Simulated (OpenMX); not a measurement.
TaTe:

```
Ta Te
1.0
     3.42009    0.00000    0.00000
     0.00000    3.42009    0.00000
     0.00000    0.00000    3.42009
Ta Te
1 1
Direct
  0.50000 0.50000 0.50000
  0.00000 0.00000 0.00000
```

The cell was built by a generator and needn't be a form met in nature.

Base run:

```yaml
Program: OpenMX 3.8.5
Functional: PBE
Dispersion: D4
Potentials_or_basis: OpenMX 2013 PBE set, Ta7.0-s3p2d2f1, Te7.0-s3p2d2f1, grid cutoff 500 Ry
k_mesh: 7 × 7 × 7
Occupations: fermi-dirac, width 0.05 eV
Spin: no spin polarisation
```

Its results: band gap on the k mesh none (metal or under the smearing width); pressure -2.5 GPa.

Task: The run is repeated on the same cell with these changes: dispersion from D4 to D3. What comes out?

Result: Band gap on the k mesh none (metal or under the smearing width); pressure -3.7 GPa.

Caveats: the basis of atomic orbitals isn't converged, which shifts pressures, moduli and gaps; pairwise dispersion overbinds metals, which lowers pressure and volume.

Not every run made on this cell is shown here.
